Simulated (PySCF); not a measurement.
# CrH₂: triplet, from a bent start

Where does triplet CrH₂ go from a bent start, is the end point a minimum, and what are its modes, charges and moments?

Computed with PySCF 2.14.0. Level: PBE, basis Cr def2-TZVP, H def2-TZVP, no relativity, density fitting.

## Step 1: Starting geometry

3 atoms, charge 0, spin multiplicity 3.

Bond lengths: Cr1–H2 1.540 Å, Cr1–H3 1.540 Å. Angles: H2–Cr1–H3 110.0°.

```xyz
3
charge 0 multiplicity 3
Cr    0.0000    0.0000    0.0000
H     1.2615    0.0000    0.8833
H    -1.2615    0.0000    0.8833
```

## Step 2: Finding the electronic state

The steps below are one call of a driver around PySCF. For each, scf.py gives the equivalent set-up of the SCF; relaxations use the driver's own optimiser. After this first run the driver tries any further starts and a stability analysis.

File scf.py:

```python
from pyscf import gto, scf, dft
mol = gto.M(atom='''
Cr     0.000000     0.000000     0.000000
H      1.261500     0.000000     0.883300
H     -1.261500     0.000000     0.883300''',
    basis={'Cr': 'def2-TZVP', 'H': 'def2-TZVP'},
    charge=0, spin=2)
mf = dft.UKS(mol, xc='PBE')
mf.grids.atom_grid = (50, 194)
aux = {'Cr': 'def2-universal-JKFIT', 'H': 'def2-universal-JKFIT'}
mf = mf.density_fit(auxbasis=aux)
mf.conv_tol = 1e-08
mf.diis_space = 10
mf.max_cycle = 60
mf.init_guess = 'minao'
mf.verbose = 4
mf.kernel()
```

Launch:

```sh
$ OMP_NUM_THREADS=2 python axn.py task.json out
```

Output:

```text
init E= -1045.00517909003
[... the frontier-level lines of each cycle are left out ...]
cycle= 1 E= -1044.37369720894  delta_E= 0.631  |g|= 1.72  |ddm|= 1.58
cycle= 2 E= -1038.26851838409  delta_E= 6.11  |g|=  3.5  |ddm|= 7.49
cycle= 3 E= -1045.17305496213  delta_E= -6.9  |g|= 0.408  |ddm|= 7.46
cycle= 4 E= -1045.24010439585  delta_E= -0.067  |g|= 0.283  |ddm|= 1.34
cycle= 5 E= -1045.23305396954  delta_E= 0.00705  |g|= 0.337  |ddm|= 1.04
cycle= 6 E= -1045.27603633201  delta_E= -0.043  |g|= 0.168  |ddm|= 1.08
cycle= 7 E= -1045.30894327823  delta_E= -0.0329  |g|= 0.0543  |ddm|= 0.609
cycle= 8 E= -1045.31115283881  delta_E= -0.00221  |g|= 0.017  |ddm|= 0.104
cycle= 9 E= -1045.31142489957  delta_E= -0.000272  |g|= 0.00847  |ddm|= 0.047
cycle= 10 E= -1045.31150249614  delta_E= -7.76e-05  |g|= 0.00458  |ddm|= 0.0178
cycle= 11 E= -1045.31158742594  delta_E= -8.49e-05  |g|= 0.00237  |ddm|= 0.0308
cycle= 12 E= -1045.31164017913  delta_E= -5.28e-05  |g|= 0.00114  |ddm|= 0.0317
cycle= 13 E= -1045.31165870033  delta_E= -1.85e-05  |g|= 0.00116  |ddm|= 0.0327
cycle= 14 E= -1045.31165905036  delta_E= -3.5e-07  |g|= 0.000788  |ddm|= 0.000592
cycle= 15 E= -1045.31165928459  delta_E= -2.34e-07  |g|= 0.000426  |ddm|= 0.00231
cycle= 16 E= -1045.31165937437  delta_E= -8.98e-08  |g|= 0.000105  |ddm|= 0.000508
cycle= 17 E= -1045.31165938372  delta_E= -9.35e-09  |g|= 1.21e-05  |ddm|= 0.00044
Extra cycle  E= -1045.31165938267  delta_E= 1.06e-09  |g|= 5.8e-05  |ddm|= 5.1e-05
converged SCF energy = -1045.31165938267  <S^2> = 3.0109785  2S+1 = 3.6116359
```

This step, with its further starts and checks, needed 11 s of wall time on 2 threads of Arm Neoverse V1, shared host.

The starts that the driver tried:

| start | energy (Eh) |
| --- | --- |
| the minimal-basis guess | -1045.311659 |
| a thermally smeared density | -1045.306117 |
| a smeared PBE density | -1045.302885 |

The test of internal stability and the other starts found no lower solution of this spin.

## Step 3: Bent start, triplet: relaxation

The program finds C2v symmetry in the start, which this walk keeps. The walk stops when the largest gradient is under 0.0003 Eh/bohr and the energy has settled too.

Changes to scf.py since step 2:

```diff
@@ -3,3 +3,3 @@
-Cr     0.000000     0.000000     0.000000
-H      1.261500     0.000000     0.883300
-H     -1.261500     0.000000     0.883300''',
+Cr     0.000000     0.000000    -0.032998
+H      1.261500     0.000000     0.850302
+H     -1.261500     0.000000     0.850302''',
@@ -15 +14,0 @@
-mf.init_guess = 'minao'
```

Energy and gradient, step by step:

| step | energy (Eh) | change (kJ/mol) | largest symmetric gradient (Eh/bohr) |
| --- | --- | --- | --- |
| 0 | -1045.311659 | 0.00 | 0.02447 |
| 1 | -1045.313523 | -4.89 | 0.01301 |
| 2 | -1045.314343 | -7.05 | 0.00138 |
| 3 | -1045.314361 | -7.09 | 0.00028 |
| 4 | -1045.314363 | -7.10 | 0.00024 |

The walk took 3.9 s.

End point (C2v, 4 steps, 7.1 kJ/mol gained): Cr–H 1.616 Å (×2); H–Cr–H 107.9°.

## Step 4: Vibrations and properties at this point

On the finer grid the gradient is checked again; gradients at displacements of ±0.02 bohr then give force constants and infrared intensities.

Changes to scf.py since step 3:

```diff
@@ -3,3 +3,3 @@
-Cr     0.000000     0.000000    -0.032998
-H      1.261500     0.000000     0.850302
-H     -1.261500     0.000000     0.850302''',
+Cr     0.000000     0.000000    -0.032968
+H      1.309454     0.000000     0.913668
+H     -1.309454     0.000000     0.913668''',
@@ -9 +9 @@
-mf.grids.atom_grid = (50, 194)
+mf.grids.atom_grid = (75, 302)
@@ -12 +12 @@
-mf.conv_tol = 1e-08
+mf.conv_tol = 1e-10
```

The driver hands on the density of the step before, so the log starts near convergence.

SCF at the final geometry:

```text
init E= -1045.3144032326
[... the frontier-level lines of each cycle are left out ...]
cycle= 1 E= -1045.31440323253  delta_E= 6.66e-11  |g|= 1.49e-05  |ddm|= 1.32e-05
cycle= 2 E= -1045.3144032309  delta_E= 1.64e-09  |g|= 6.96e-05  |ddm|= 5.25e-05
cycle= 3 E= -1045.31440323261  delta_E= -1.71e-09  |g|= 1.83e-06  |ddm|= 4.28e-05
cycle= 4 E= -1045.31440323261  delta_E= -2.5e-12  |g|= 1.14e-07  |ddm|= 1.99e-06
Extra cycle  E= -1045.31440323261  delta_E= 2.05e-12  |g|= 1.08e-07  |ddm|= 7.86e-07
converged SCF energy = -1045.31440323261  <S^2> = 3.018469  2S+1 = 3.6157815
```

The whole step took 16 s.

Geometry: C2v; Cr–H 1.616 Å (×2); H–Cr–H 108.3°.

Modes, for the most abundant isotopes:

| symmetry | ω (cm⁻¹) | IR (km/mol) | μ (u) | type |
| --- | --- | --- | --- | --- |
| a1 | 607 | 91.5 | 1.03 | bend |
| b2 | 1739 | 226 | 1.03 | stretch |
| a1 | 1748 | 81.8 | 1.02 | stretch |

Every mode is real; the point is a minimum.

Constants and moments:

```yaml
Dipole_moment: 2.93 D
Highest_occupied_level: -3.99 eV
Lowest_empty_level: -3.44 eV
Rotational_constants: 9.695, 4.878, 3.245 cm⁻¹
Zero-point_energy: 24.5 kJ/mol
Principal_polarisabilities: 38.5, 41.1, 44.7 bohr³
Atomisation_energy_without_zero-point_energy: 307 kJ/mol
Principal_traceless_quadrupole_moments_about_the_centre_of_mass: -2.27, 0.92, 1.35 D Å
Entropy_at_298.15_K_and_1_bar_electronic_part_spin_only: 226.7 J/(mol K)
Heat_capacity_Cp_at_298.15_K: 37.8 J/(mol K)
Enthalpy_at_298.15_K_above_0_K: 10.34 kJ/mol
Rotational_symmetry_number: 2
Spin_squared_⟨S²⟩: 3.018
```

Charges (e) and bond orders:

| atom | Mulliken | Löwdin | polar tensor | spin (Mulliken) | Mayer order to Cr1 |
| --- | --- | --- | --- | --- | --- |
| Cr1 | 0.24 | 0.21 | 0.67 | 2.23 | – |
| H2,3 | -0.12 | -0.10 | -0.33 | -0.11 | 0.97 |

Outer orbital energies (eV). α occupied: -47.42, -47.07, -46.68, -7.43, -6.82, -5.13, -5.01, -4.99; empty: -3.44, -3.05, -1.99, 0.49. β occupied: -560.33, -72.39, -45.05, -45.00, -44.85, -7.28, -6.54, -3.99; empty: -2.55, -2.30, -2.30, -2.24.

Mulliken populations on Cr1: s 6.87, p 12.16, d 4.73, f 0.00.

## Step 5: Results

```
                                          quantity                             value
                                           minimum     broken-symmetry (Ms = 1), C2v
                                          geometry  Cr–H 1.616 Å (×2); H–Cr–H 108.3°
                                wavenumbers (cm⁻¹)    607 (a1), 1739 (b2), 1748 (a1)
                                     dipole moment                            2.93 D
highest occupied, lowest empty level (either spin)                   -3.99, -3.44 eV
                        polar-tensor charge of Cr1                           +0.67 e
                                 zero-point energy                       24.5 kJ/mol
                               entropy at 298.15 K                   226.7 J/(mol K)
         atomisation energy (no zero-point energy)                        307 kJ/mol
                                              ⟨S²⟩                             3.018
```

What this shows: The molecule stays C2v, as typed, and the end point is a minimum. The determinant is spin-contaminated (⟨S²⟩ = 3.02 against 2.00), so it is no pure spin state. In the infrared the band at 1739 cm⁻¹ (b2, stretch) leads. Only this shape and spin were tried, so other structures or states may lie lower. One determinant may miss the lowest occupation of an open d or f shell.

The search up to here took 31 s.
